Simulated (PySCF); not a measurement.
# Ir3 (Ir3): the cost of one run

Method: several levels, as the steps say, no spin–orbit coupling; program: PySCF 2.14.0.

3 further runs of the same task are left out: 2 for a known fault of the program, 1 that didn't finish.

## Step 1: The system as given

3 atoms, charge 0, spin multiplicity 4.

Bond lengths: Ir1–Ir2 2.225 Å, Ir2–Ir3 2.225 Å. Angles: Ir1–Ir2–Ir3 180.0°.

Geometry (Å):

```xyz
3

Ir    0.0000    0.0000    2.2251
Ir    0.0000    0.0000    0.0000
Ir    0.0000    0.0000   -2.2251
```

An earlier session relaxed this geometry at r2SCAN, Ir def2-SVP with ECP60 (quartet, point group D∞h).

At r2SCAN on the finer grid: E = -313.054627 Eh, HOMO -5.66 eV, LUMO -5.26 eV (over both spins), ⟨S²⟩ = 3.759, Mulliken charge on Ir1 +0.13 e, largest force component 0.507 eV/Å. 

Levels to run: TPSSh; M06-L; BLYP; B3LYP; r2SCAN, TZVP. Hardware: 2 threads of Intel Xeon 6975P-C (Granite Rapids), shared host.

## Step 2: TPSSh

run.py (the lines that set the calculation)

```python
mol = gto.M(atom='''
Ir     0.00000     0.00000     2.22511
Ir     0.00000     0.00000     0.00000
Ir     0.00000     0.00000    -2.22511''',
    basis={'Ir': 'def2-SVP'},
    ecp={'Ir': 'def2-SVP'},
    charge=0, spin=3)
mf = dft.UKS(mol, xc='TPSSH')
mf.grids.atom_grid = (75, 302)
mf = mf.density_fit()  # fitting sets: Ir def2-universal-JKFIT
mf.conv_tol = 1e-08; mf.max_cycle = 55
mf.kernel(dm0)  # dm0: the density of the relaxed state
```

The run is started by

```console
$ OMP_NUM_THREADS=2 python run.py
```

**Question.** How long does this run take on 2 threads of Intel Xeon 6975P-C (Granite Rapids), shared host?

About 5 s.
